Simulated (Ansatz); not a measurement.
# F₃H₂NTi: how energies converge with the basis set

The task here is to estimate one member of a computed series from the others.

Method: one geometry, several basis sets; program: Ansatz 0.2.0, Gaussian basis.

Levels to be run: PBE0-D4/def2-SVP; ωB97M-V/def2-SVP; PBE0-D4/def2-QZVPP; ωB97M-V/def2-QZVPP; the functionals' def2-TZVPP values are taken from earlier runs.

## Structure used throughout

All runs share one geometry, relaxed beforehand with PBE0-D4 in a triple-zeta def2 set.

7 atoms, charge 0, spin multiplicity 1.

Atoms are counted from 1 here; the program's logs count them from 0.

Bond lengths: N1–Ti2 1.854 Å, N1–H6 1.011 Å, N1–H7 1.011 Å, Ti2–F3 1.752 Å, Ti2–F4 1.761 Å, Ti2–F5 1.752 Å. Angles: Ti2–N1–H6 124.5°, Ti2–N1–H7 124.4°, H6–N1–H7 111.1°, N1–Ti2–F3 107.4°, N1–Ti2–F4 110.3°, N1–Ti2–F5 107.6°, F3–Ti2–F4 108.5°, F3–Ti2–F5 114.6°, F4–Ti2–F5 108.4°.

Set-up of the first run:

File in.yaml:

```yaml
crystal:
  periodic: [false, false, false]
  atoms:
    - {symbol: N, position_ang: [-0.612557, 0.873898, 0.337825]}
    - {symbol: Ti, position_ang: [0.424843, -0.560660, -0.211743]}
    - {symbol: F, position_ang: [0.933983, -1.421770, 1.226024]}
    - {symbol: F, position_ang: [-0.526689, -1.653637, -1.211586]}
    - {symbol: F, position_ang: [1.735654, 0.076084, -1.184083]}
    - {symbol: H, position_ang: [-0.731823, 1.728815, -0.188410]}
    - {symbol: H, position_ang: [-1.162211, 0.889170, 1.186175]}
basis:
  gaussian: {orbitals: def2-SVP}
hamiltonian: {xc: pbe0, dispersion: d4}
output: {orbitals: {seedname: orbitals}}
```

Steps of the session up to this table: PBE0-D4 in def2-SVP; ωB97M-V in def2-SVP; PBE0-D4 in def2-QZVPP; ωB97M-V in def2-QZVPP.

One table of the session follows, with a row left open; its other results are not shown here.

It belongs to the step «Functionals by basis». 

```
functional       basis  HOMO (eV)  LUMO (eV)
   PBE0-D4    def2-SVP      -8.38      -2.42
   PBE0-D4  def2-TZVPP      -8.58      -2.47
   PBE0-D4  def2-QZVPP      -8.59      -2.47
   ωB97M-V    def2-SVP          ?          ?
   ωB97M-V  def2-TZVPP     -10.94      -0.12
   ωB97M-V  def2-QZVPP     -10.96      -0.13
```

Q: Estimate the row for ωB97M-V, def2-SVP from the others.

As computed: HOMO (eV): -10.72; LUMO (eV): -0.03. In the column «HOMO (eV)» it lies between ωB97M-V, def2-TZVPP (-10.94) and PBE0-D4, def2-QZVPP (-8.59).
